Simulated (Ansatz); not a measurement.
# C3H8Sn (SMILES C=C[CH2][SnH3]) at MP2/def2-SVP (core potential)

What is the electronic atomisation energy of C3H8Sn at MP2/def2-SVP (core potential)? 

The results are computed with Ansatz 0.2.0.

19 further runs of the same task are left out: 19 set aside as unsound or not needed. Runs told in other sessions of the task aren't counted.

## Step 1: The molecule

C3H8Sn: 12 atoms, total charge 0, spin state singlet. As SMILES, `C=C[CH2][SnH3]`. Geometry: relaxed at PBE0-D4/def2-TZVP. This is one conformer, not always the lowest.

Bond lengths: C1–C2 1.329 Å, C2–C3 1.481 Å, C3–Sn4 2.165 Å, C1–H5 1.086 Å, C1–H6 1.083 Å, C2–H7 1.089 Å, C3–H8 1.092 Å, C3–H9 1.092 Å, Sn4–H10 1.707 Å, Sn4–H11 1.709 Å, Sn4–H12 1.711 Å. Some angles: C1–C2–C3 125.6°, C2–C3–Sn4 110.4°, C1–C2–H7 118.4°, C3–C2–H7 115.9°, C2–C1–H5 121.5°, C2–C1–H6 121.4°, C2–C3–H8 111.9°, C2–C3–H9 111.9°, Sn4–C3–H8 106.6°, Sn4–C3–H9 107.2°.

## Step 2: A single-point energy at MP2/def2-SVP (core potential)

Contents of in.yaml:

```yaml
crystal:
  periodic: [false, false, false]
  atoms:
    - symbol: C
      position_ang: [-0.307500, 2.071300, -0.123900]
    - symbol: C
      position_ang: [-0.369900, 0.952500, 0.590800]
    - symbol: C
      position_ang: [0.654800, -0.116300, 0.612000]
    - symbol: Sn
      position_ang: [0.003100, -1.811000, -0.566700]
    - symbol: H
      position_ang: [0.550100, 2.297900, -0.750200]
    - symbol: H
      position_ang: [-1.111600, 2.796900, -0.106600]
    - symbol: H
      position_ang: [-1.256100, 0.775000, 1.198400]
    - symbol: H
      position_ang: [0.834100, -0.489500, 1.622900]
    - symbol: H
      position_ang: [1.605000, 0.222000, 0.194100]
    - symbol: H
      position_ang: [-0.082800, -1.335700, -2.204000]
    - symbol: H
      position_ang: [-1.543300, -2.305600, -0.033900]
    - symbol: H
      position_ang: [1.100900, -3.112500, -0.399000]
basis:
  gaussian:
    orbitals: def2-SVP
correlation:
  method: mp2
  frozen_orbitals: {C: 1, H: 0, Sn: 4}
accuracy: high
```

Started as:

```console
ansatz run in.yaml --threads 1 --pin off --max-ram 2610MiB --events-out events.jsonl --progress --plain --runs-dir runs
```

Output:

```text
Warning: RAYON_NUM_THREADS=1 ignored (pool sized by the plan → 1); use --threads N
Functional definition: HF
  name "HF"
  exchange = exact_x
  correlation = 0
2722 factors; integrals over basis functions are off by at most 7.9e-9 eV
mean field evaluation 1: about -9016.9353 eV, gradient 2.8e1 eV
mean field evaluation 2: about -9017.0546 eV, gradient 2.8e1 eV
mean field evaluation 4: about -9019.5639 eV, gradient 2.9e0 eV
mean field evaluation 8: about -9019.5979 eV, gradient 2.3e-1 eV
mean field -9019.59812594 eV, -331.4641174251 hartree, gradient 6.3e-8 eV, S^2 0.000000; 0 other end points of the search recorded, 0 dependent functions left out
7 core orbitals not correlated: weight in the atoms' cores, before any rotation towards them, 1.000 or more for the frozen orbitals, at most 0.000 for the correlated occupied ones
reference -9019.59812594 eV, -331.4641174251 hartree; 17, 17 occupied and 84, 84 virtual orbitals, 2722 factors
second order -14.53366701 eV of doubles, -0.00000000 eV of singles
Total energy: -9034.13179294 eV, -331.9982198362 hartree
```

Wall time 9.3 s (1 thread of Arm Neoverse V1, shared host); peak memory 0.38 GiB.

## Step 3: The C atom, same level

Contents of run.yaml:

```yaml
crystal:
  periodic: [false, false, false]
  atoms:
    - {symbol: C, position_ang: [0.000000, 0.000000, 0.000000]}
basis:
  gaussian:
    orbitals: def2-SVP
correlation:
  method: mp2
  frozen_orbitals: {C: 1}
magnetization:
  spin_polarized: true
  initial_magnetization: 2
accuracy: high
```

Started as:

```console
ansatz run run.yaml --threads 1 --pin off --max-ram 2610MiB --events-out events.jsonl --progress --plain --runs-dir runs
```

Output:

```text
Warning: RAYON_NUM_THREADS=1 ignored (pool sized by the plan → 1); use --threads N
[... 4 set-up lines as earlier in the session ...]
95 factors; integrals over basis functions are off by at most 1.9e-9 eV
mean field evaluation 1: about -1024.0862 eV, gradient 6.0e0 eV
mean field evaluation 2: about -1024.0867 eV, gradient 6.0e0 eV
mean field evaluation 4: about -1024.3783 eV, gradient 2.4e-1 eV
mean field evaluation 8: about -1024.3789 eV, gradient 1.6e-4 eV
mean field evaluation 16: about -1024.3789 eV, gradient 6.6e-3 eV
mean field -1024.37889008 eV, -37.6452298613 hartree, gradient 4.4e-9 eV, S^2 2.006584; 3 other end points of the search recorded, 0 dependent functions left out
1 core orbitals not correlated: weight in the atoms' cores, before any rotation towards them, 1.000 or more for the frozen orbitals, at most 0.000 for the correlated occupied ones
reference -1024.37889008 eV, -37.6452298613 hartree; 3, 1 occupied and 10, 12 virtual orbitals, 95 factors
second order -1.36297658 eV of doubles, -0.00000000 eV of singles
Total energy: -1025.74186665 eV, -37.6953183267 hartree
```

Wall time 0.12 s (1 thread of Arm Neoverse V1, shared host).

## Step 4: The H atom: a single-point energy at UHF/def2-SVP

Contents of input.yaml:

```yaml
crystal:
  periodic: [false, false, false]
  atoms:
    - {symbol: H, position_ang: [0.000000, 0.000000, 0.000000]}
basis:
  gaussian:
    orbitals: def2-SVP
total_charge: 0
magnetization:
  spin_polarized: true
  initial_magnetization: 1
hamiltonian:
  xc: hf
accuracy: high
```

Started as:

```console
ansatz run input.yaml --threads 1 --pin off --max-ram 2610MiB --events-out events.jsonl --progress --plain --runs-dir runs
```

Output:

```text
Warning: RAYON_NUM_THREADS=1 ignored (pool sized by the plan → 1); use --threads N
[... 4 set-up lines as earlier in the session ...]
15 factors; integrals over basis functions are off by at most 8.9e-10 eV
mean field evaluation 1: about -13.5522 eV, gradient 1.6e0 eV
mean field evaluation 2: about -13.5522 eV, gradient 1.6e0 eV
mean field evaluation 4: about -13.5861 eV, gradient 1.4e-4 eV
mean field evaluation 8: about -13.5861 eV, gradient 3.1e-14 eV
mean field -13.58605754 eV, -0.4992784057 hartree, gradient 4.2e-10 eV, S^2 0.750000; 0 other end points of the search recorded, 0 dependent functions left out
reference -13.58605754 eV, -0.4992784057 hartree; 1, 0 occupied and 4, 5 virtual orbitals, 15 factors
Total energy: -13.58605754 eV, -0.4992784057 hartree
```

It took 0.04 s on 1 thread of Arm Neoverse V1, shared host.

## Step 5: The Sn atom at the same level

Contents of run.yaml:

```yaml
crystal:
  periodic: [false, false, false]
  atoms:
    - symbol: Sn
      position_ang: [0.000000, 0.000000, 0.000000]
basis:
  gaussian: {orbitals: def2-SVP}
accuracy: high
correlation: {method: mp2, frozen_orbitals: {Sn: 4}}
magnetization: {spin_polarized: true, initial_magnetization: 2}
```

Started as:

```console
ansatz run run.yaml --threads 1 --pin off --max-ram 2610MiB --events-out events.jsonl --progress --plain --runs-dir runs
```

Output:

```text
Warning: RAYON_NUM_THREADS=1 ignored (pool sized by the plan → 1); use --threads N
[... 4 set-up lines as earlier in the session ...]
223 factors; integrals over basis functions are off by at most 2.0e-9 eV
mean field evaluation 1: about -5805.0017 eV, gradient 3.3e0 eV
mean field evaluation 2: about -5805.0086 eV, gradient 3.3e0 eV
mean field evaluation 4: about -5805.1720 eV, gradient 9.6e-2 eV
mean field evaluation 8: about -5805.1719 eV, gradient 7.8e-9 eV
mean field evaluation 16: about -5805.1719 eV, gradient 4.7e-4 eV
mean field evaluation 32: about -5805.1717 eV, gradient 1.4e-1 eV
mean field -5805.17192633 eV, -213.3361334058 hartree, gradient 2.6e-8 eV, S^2 2.009582; 3 other end points of the search recorded, 0 dependent functions left out
4 core orbitals not correlated: weight in the atoms' cores, before any rotation towards them, 1.000 or more for the frozen orbitals, at most 0.000 for the correlated occupied ones
reference -5805.17192633 eV, -213.3361334058 hartree; 8, 6 occupied and 14, 16 virtual orbitals, 223 factors
second order -1.52760676 eV of doubles, -0.00000000 eV of singles
Total energy: -5806.69953309 eV, -213.3922719188 hartree
```

Wall time 0.24 s (1 thread of Arm Neoverse V1, shared host).

## Step 6: Summary of results

Level: MP2/def2-SVP (core potential), 7 core orbitals frozen.

| quantity | value |
| --- | --- |
| molecule: total energy | -331.99822 Eh |
| molecule: correlation energy (7 core orbitals frozen) | -534.1 mEh |
| C atom: total energy | -37.69532 Eh |
| C atom: correlation energy (1 core orbital frozen) | -50.1 mEh |
| C atom: ⟨S²⟩ of the reference determinant | 2.007 |
| H atom: total energy | -0.49928 Eh |
| H atom: ⟨S²⟩ | 0.750 |
| Sn atom: total energy | -213.39227 Eh |
| Sn atom: correlation energy (4 core orbitals frozen) | -56.1 mEh |
| Sn atom: ⟨S²⟩ of the reference determinant | 2.010 |
| electronic atomisation energy | 41.518 eV |

What this shows: Taking the molecule apart into free atoms costs 41.52 eV (4006 kJ/mol), before zero-point energy and without spin-orbit coupling.
